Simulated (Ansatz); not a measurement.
Sr2SO:

```
Sr S O
1.0
     4.04324    0.00000    0.00000
     0.00000    4.04324    0.00000
     0.00000    0.00000    5.71800
Sr S O
2 1 1
Direct
  0.50000 0.50000 0.50000
  0.00000 0.00000 0.00000
  0.00000 0.00000 0.50000
  0.50000 0.50000 0.00000
```

The cell comes from a database or a generator and needn't be the stable form of this composition.

Base run:

- Program: Ansatz 0.2.0
- Functional: PBE
- Potentials or basis: Ansatz PAW
- Cutoff: 420 eV
- Density cutoff: 1680 eV
- k mesh: 7 × 7 × 5
- Occupations: fermi-dirac, width 0.05 eV
- Spin: no spin polarisation

Its results: band gap on the k mesh 2.21 eV, direct; pressure -0.2 GPa.

Q: The run is repeated on the same cell with these changes: functional from PBE to LDA; k mesh from 7 × 7 × 5 to 5 × 5 × 4. What comes out?

A: Band gap on the k mesh 2.14 eV, direct; pressure -4.8 GPa.

Several settings changed at once, so the effect can't be laid on one alone.

Caveats: odd divisions of the mesh miss points on the zone boundary, where band edges often lie, so the gap on the mesh can be too wide (some runs); the PAW data sets come from PBE, with cores solved anew for the run's functional, which leaves a small shift of forces and pressure (some runs).

Not every run made on this cell is shown here.
